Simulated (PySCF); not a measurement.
# C3H9BrSi: the cost of one run

Program: PySCF 2.14.0. Level of theory: levels as typed in each script, gas phase, geometry from GFN2-xTB. These are calculated values, not measurements.

## Step 1: The system as given

SMILES `C[Si](C)(C)Br`, 14 atoms, charge 0, spin multiplicity 1.

Bond lengths: C1–Si2 1.897 Å, C1–H6 1.087 Å, C1–H7 1.086 Å, C1–H8 1.087 Å, Si2–C3 1.898 Å, Si2–C4 1.897 Å, Si2–Br5 2.258 Å, C3–H9 1.086 Å, C3–H10 1.087 Å, C3–H11 1.087 Å, C4–H12 1.087 Å, C4–H13 1.087 Å, C4–H14 1.086 Å. Angles: Si2–C1–H6 111.3°, Si2–C1–H7 111.2°, Si2–C1–H8 111.3°, H6–C1–H7 108.3°, H6–C1–H8 107.5°, H7–C1–H8 107.1°, C1–Si2–C3 112.4°, C1–Si2–C4 112.4°, C1–Si2–Br5 106.3°, C3–Si2–C4 112.4°, C3–Si2–Br5 106.3°, C4–Si2–Br5 106.3°, Si2–C3–H9 111.2°, Si2–C3–H10 111.3°, Si2–C3–H11 111.3°, H9–C3–H10 108.3°, H9–C3–H11 107.2°, H10–C3–H11 107.4° and more.

Coordinates:

```
C    -1.3704   -0.3241   -1.7920
Si   -0.8375   -0.0001    0.0000
C    -1.3704    1.7140    0.6153
C    -1.3705   -1.3899    1.1767
Br    1.4204    0.0000    0.0000
H    -0.9939   -1.2790   -2.1488
H    -2.4523   -0.3284   -1.8855
H    -0.9942    0.4454   -2.4605
H    -2.4523    1.7971    0.6583
H    -0.9939    2.5004   -0.0333
H    -0.9935    1.9085    1.6161
H    -0.9940   -1.2214    2.1820
H    -0.9935   -2.3538    0.8448
H    -2.4524   -1.4686    1.2271
```

## Step 2: Density, bond paths and surface potential (B3LYP/def2-svpd)

The input, input.py:

```python
import numpy as np
from pyscf import gto, scf, dft
from pyscf.scf import atom_ks, atom_hf
from scipy.linalg import block_diag

def solve(mol, dm0=None, hcore=None):
    mf = (dft.UKS if mol.spin else dft.RKS)(mol, xc='b3lyp')
    mf.grids.level = 3
    mf = mf.density_fit(auxbasis='def2-universal-jkfit')
    mf.conv_tol, mf.max_cycle = 1e-8, 80
    if hcore is not None:
        mf.get_hcore = lambda *args: hcore
    mf.kernel(dm0)
    if not mf.converged:
        mf = mf.newton().run(mf.mo_coeff, mf.mo_occ, max_cycle=30)
    assert mf.converged, 'SCF not converged'
    return mf

mol = gto.M(atom='''
C     -1.37041    -0.32411    -1.79203
Si    -0.83746    -0.00005     0.00002
C     -1.37043     1.71403     0.61530
C     -1.37048    -1.38985     1.17671
Br     1.42035     0.00000    -0.00001
H     -0.99389    -1.27899    -2.14879
H     -2.45232    -0.32842    -1.88547
H     -0.99416     0.44544    -2.46050
H     -2.45234     1.79710     0.65825
H     -0.99388     2.50043    -0.03326
H     -0.99346     1.90852     1.61612
H     -0.99396    -1.22139     2.18205
H     -0.99350    -2.35384     0.84475
H     -2.45239    -1.46858     1.22715
''', basis='def2-svpd', charge=0, spin=0, verbose=4)
mf = solve(mol)
mf.analyze()
# spherically averaged free atoms, for the promolecule
atm = atom_ks.get_atm_nrks(mol, xc='b3lyp')
pro = block_diag(*[(atm[a[0]][2] * atm[a[0]][3]) @ atm[a[0]][2].T for a in mol._atom])
np.savez('result.npz', e=mf.e_tot, c=mf.mo_coeff, occ=mf.mo_occ, eps=mf.mo_energy, pro=pro, dip=mf.dip_moment(verbose=0), s2=mf.spin_square()[0])
```

On the command line:

```sh
OMP_NUM_THREADS=1 python input.py
```

**Question.** How long does this run take on 1 thread of Arm Neoverse V1, shared host, and how much memory does it need?

About 40 s, with a peak of 0.8 GiB.
